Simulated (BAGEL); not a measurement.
**One shape, several levels: AlH2BrO2 (SMILES [OH][Al]([OH])[Br])**

Aim: a comparison of 3 runs (HF/STO-3G, HF/3-21G, HF/def2-SVP) of AlH2BrO2. 

The results are computed with BAGEL 1.2.2.

7 further runs of the same task are left out: 2 for a known fault of the program, 5 that didn't finish. Runs told in other sessions of the task aren't counted.

## Step 1: The structure to begin with

AlH2BrO2: 6 atoms, total charge 0, spin state singlet. SMILES: `[OH][Al]([OH])[Br]`. The O3–H6 distance was set to 1.433 Å, away from the relaxed value. At this shape a bond of the SMILES string is far longer than usual.

Bond lengths: O1–Al2 1.680 Å, Al2–O3 1.680 Å, Al2–Br4 2.252 Å, O1–H5 0.956 Å. Angles: O1–Al2–O3 118.2°, O1–Al2–Br4 120.9°, O3–Al2–Br4 120.9°, Al2–O1–H5 122.6°. A long bond or contact: O3–H6 1.433 Å.

## Step 2: The energy at HF/STO-3G (density fitting with qzvpp-jkfit) (run 1)

File input.json:

```json
{ "bagel": [

{
  "title": "molecule",
  "basis": "sto-3g",
  "df_basis": "qzvpp-jkfit",
  "angstrom": true,
  "geometry": [
    { "atom": "O", "xyz": [   -0.122452,    1.826920,   -1.073562 ] },
    { "atom": "Al", "xyz": [   -0.071952,    0.352320,   -0.270262 ] },
    { "atom": "O", "xyz": [    1.067848,    0.151020,    0.947338 ] },
    { "atom": "Br", "xyz": [   -1.493052,   -1.308580,   -0.810662 ] },
    { "atom": "H", "xyz": [   -0.744352,    2.009820,   -1.775562 ] },
    { "atom": "H", "xyz": [    1.194600,   -1.066400,    1.693300 ] }
  ]
},
{ "title": "hf" },
{ "title": "print", "file": "orbitals.molden", "orbitals": true }

]}
```

Launch:

```console
$ BAGEL_NUM_THREADS=1 BAGEL input.json > input.out
```

The program printed:

```text
* using 1 threads per process

  ===============================================================
  ===============================================================

  *** Geometry ***

  { "atom" : "O", "xyz" : [     -0.231401,      3.452378,     -2.028738 ] },
  { "atom" : "Al", "xyz" : [     -0.135970,      0.665788,     -0.510721 ] },
  { "atom" : "O", "xyz" : [      2.017940,      0.285386,      1.790209 ] },
  { "atom" : "Br", "xyz" : [     -2.821459,     -2.472858,     -1.531929 ] },
  { "atom" : "H", "xyz" : [     -1.406621,      3.798009,     -3.355326 ] },
  { "atom" : "H", "xyz" : [      2.257467,     -2.015204,      3.199873 ] },

  Number of auxiliary basis functions:      584

  Since a DF basis is specified, we compute 2- and 3-index integrals:
    o Being stored without compression. Storage requirement is 0.007 GB

  Number of basis functions:       39
  Number of electrons      :       66

    * METHOD: MOLECULE                             0.23

  *** RHF ***

  === Nuclear Repulsion ===
   295.8897698943

      * DIIS with orbital gradients will be used.

  === RHF iteration (sto-3g) ===
      0      -2932.39423659          0.01803486           0.04
      1      -2932.52566646          0.00838777           0.04
      2      -2932.55462015          0.00121331           0.04
      3      -2932.55549334          0.00030424           0.04
      4      -2932.55556403          0.00005418           0.04
      5      -2932.55556711          0.00001349           0.04
      6      -2932.55556736          0.00000443           0.04
      7      -2932.55556739          0.00000175           0.04
      8      -2932.55556740          0.00000054           0.04
      9      -2932.55556740          0.00000024           0.04
     10      -2932.55556740          0.00000007           0.04
     11      -2932.55556740          0.00000002           0.04
     12      -2932.55556740          0.00000000           0.04
    * SCF iteration converged.

    * Permanent dipole moment:
           (   -0.105938,    -0.290234,     0.045230) a.u.

    * METHOD: HF                                   0.65

    * METHOD: PRINT                                0.00

  ===============================================================
```

Wall time 1.1 s (1 thread of Arm Neoverse V2, shared host).

## Step 3: The energy at HF/3-21G (density fitting with qzvpp-jkfit) (run 2)

File input.json:

```json
{ "bagel" : [

{
  "title" : "molecule",
  "basis" : "3-21g",
  "df_basis" : "qzvpp-jkfit",
  "angstrom" : true,
  "geometry" : [
    { "atom" : "O", "xyz" : [      -0.122452,       1.826920,      -1.073562 ] },
    { "atom" : "Al", "xyz" : [      -0.071952,       0.352320,      -0.270262 ] },
    { "atom" : "O", "xyz" : [       1.067848,       0.151020,       0.947338 ] },
    { "atom" : "Br", "xyz" : [      -1.493052,      -1.308580,      -0.810662 ] },
    { "atom" : "H", "xyz" : [      -0.744352,       2.009820,      -1.775562 ] },
    { "atom" : "H", "xyz" : [       1.194600,      -1.066400,       1.693300 ] }
  ]
},

{
  "title" : "hf"
},

{
  "title" : "print",
  "file" : "orbitals.molden",
  "orbitals" : true
}

]}
```

Launch:

```console
$ BAGEL_NUM_THREADS=1 BAGEL input.json > input.out
```

The program printed:

```text
* using 1 threads per process

  ===============================================================
  ===============================================================

  *** Geometry ***

  { "atom" : "O", "xyz" : [     -0.231401,      3.452378,     -2.028738 ] },
  { "atom" : "Al", "xyz" : [     -0.135970,      0.665788,     -0.510721 ] },
  { "atom" : "O", "xyz" : [      2.017940,      0.285386,      1.790209 ] },
  { "atom" : "Br", "xyz" : [     -2.821459,     -2.472858,     -1.531929 ] },
  { "atom" : "H", "xyz" : [     -1.406621,      3.798009,     -3.355326 ] },
  { "atom" : "H", "xyz" : [      2.257467,     -2.015204,      3.199873 ] },

  Number of auxiliary basis functions:      584

  Since a DF basis is specified, we compute 2- and 3-index integrals:
    o Being stored without compression. Storage requirement is 0.015 GB

  Number of basis functions:       57
  Number of electrons      :       66

    * METHOD: MOLECULE                             0.23

  *** RHF ***

  === Nuclear Repulsion ===
   295.8897698943

      * DIIS with orbital gradients will be used.

  === RHF iteration (3-21g) ===
      0      -2950.50110396          0.03318067           0.06
      1      -2950.63958432          0.02475079           0.06
      2      -2950.77227195          0.00231019           0.06
      3      -2950.77404824          0.00101857           0.06
      4      -2950.77447899          0.00023031           0.06
      5      -2950.77451919          0.00006203           0.06
      6      -2950.77452296          0.00001970           0.06
      7      -2950.77452335          0.00000789           0.06
      8      -2950.77452343          0.00000363           0.06
      9      -2950.77452344          0.00000169           0.06
     10      -2950.77452345          0.00000051           0.06
     11      -2950.77452345          0.00000014           0.06
     12      -2950.77452345          0.00000007           0.06
     13      -2950.77452345          0.00000003           0.06
     14      -2950.77452345          0.00000001           0.06
    * SCF iteration converged.

    * Permanent dipole moment:
           (    0.217260,     0.345385,     0.036591) a.u.

    * METHOD: HF                                   1.08

    * METHOD: PRINT                                0.01

  ===============================================================
```

Wall time 1.5 s (1 thread of Arm Neoverse V2, shared host); peak memory 0.11 GiB.

## Step 4: A single-point energy at HF/def2-SVP (density fitting with qzvpp-jkfit) (run 3)

File calc.json:

```json
{ "bagel": [

{
  "title": "molecule",
  "basis": "svp",
  "df_basis": "qzvpp-jkfit",
  "angstrom": true,
  "geometry": [
    { "atom": "O", "xyz": [      -0.122452,       1.826920,      -1.073562 ] },
    { "atom": "Al", "xyz": [      -0.071952,       0.352320,      -0.270262 ] },
    { "atom": "O", "xyz": [       1.067848,       0.151020,       0.947338 ] },
    { "atom": "Br", "xyz": [      -1.493052,      -1.308580,      -0.810662 ] },
    { "atom": "H", "xyz": [      -0.744352,       2.009820,      -1.775562 ] },
    { "atom": "H", "xyz": [       1.194600,      -1.066400,       1.693300 ] }
  ]
},

{ "title": "hf" },

{ "title": "print", "file": "orbitals.molden", "orbitals": true }

]}
```

Launch:

```console
$ BAGEL_NUM_THREADS=1 BAGEL calc.json > calc.out
```

The program printed:

```text
* using 1 threads per process

  ===============================================================
  ===============================================================

  *** Geometry ***

  { "atom" : "O", "xyz" : [     -0.231401,      3.452378,     -2.028738 ] },
  { "atom" : "Al", "xyz" : [     -0.135970,      0.665788,     -0.510721 ] },
  { "atom" : "O", "xyz" : [      2.017940,      0.285386,      1.790209 ] },
  { "atom" : "Br", "xyz" : [     -2.821459,     -2.472858,     -1.531929 ] },
  { "atom" : "H", "xyz" : [     -1.406621,      3.798009,     -3.355326 ] },
  { "atom" : "H", "xyz" : [      2.257467,     -2.015204,      3.199873 ] },

  Number of auxiliary basis functions:      584

  Since a DF basis is specified, we compute 2- and 3-index integrals:
    o Being stored without compression. Storage requirement is 0.036 GB

  Number of basis functions:       88
  Number of electrons      :       66

    * METHOD: MOLECULE                             0.29

  *** RHF ***

  === Nuclear Repulsion ===
   295.8897698943

      * DIIS with orbital gradients will be used.

  === RHF iteration (svp) ===
      0      -2964.44220942          0.02435580           0.11
      1      -2964.58252440          0.01987393           0.10
      2      -2964.79071975          0.00168809           0.10
      3      -2964.79276247          0.00084595           0.10
      4      -2964.79333706          0.00019600           0.10
      5      -2964.79339261          0.00006325           0.10
      6      -2964.79339866          0.00002999           0.10
      7      -2964.79339998          0.00000822           0.10
      8      -2964.79340014          0.00000466           0.10
      9      -2964.79340018          0.00000257           0.10
     10      -2964.79340019          0.00000074           0.10
     11      -2964.79340019          0.00000040           0.10
     12      -2964.79340019          0.00000010           0.10
     13      -2964.79340019          0.00000003           0.10
     14      -2964.79340019          0.00000001           0.10
     15      -2964.79340019          0.00000001           0.10
    * SCF iteration converged.

    * Permanent dipole moment:
           (    0.216967,     0.490924,    -0.038189) a.u.

    * METHOD: HF                                   1.87

    * METHOD: PRINT                                0.01

  ===============================================================
```

Run time: 2.4 s. Hardware: 1 thread of Arm Neoverse V2, shared host; peak memory 0.16 GiB.

## Step 5: Overview of the runs

```tsv
run	level	energy (Eh)	dipole moment (D)	HOMO energy (eV)	LUMO energy (eV)	wall time
1	HF/STO-3G (density fitting with qzvpp-jkfit)	-2932.555567	0.79	-8.04	7.57	1.1 s
2	HF/3-21G (density fitting with qzvpp-jkfit)	-2950.774523	1.04	-11.45	2.12	1.5 s
3	HF/def2-SVP (density fitting with qzvpp-jkfit)	-2964.793400	1.37	-11.55	1.62	2.4 s
```

## Step 6: What came out

| quantity | value |
| --- | --- |
| run 3: total energy | -2964.79340 Eh |
| run 3: dipole moment | 1.37 D |
| run 3: HOMO energy | -11.55 eV |
| run 3: LUMO energy | 1.62 eV |
| run 3: HOMO–LUMO gap | 13.17 eV |

**Reading.** The dipole moment (its size) runs from 0.79 D (HF/STO-3G) to 1.37 D (HF/def2-SVP). The two dipoles point in opposite directions. The HOMO–LUMO gap runs from 13.17 eV (HF/def2-SVP) to 15.62 eV (HF/STO-3G). In run 1 the basis is minimal, so the values are rough. In all runs a closed-shell determinant meets a far-stretched bond; if it breaks into open shells, such a determinant describes it badly, and no broken-symmetry solution was shown. All runs together took 4.9 s, the longest 2.4 s.
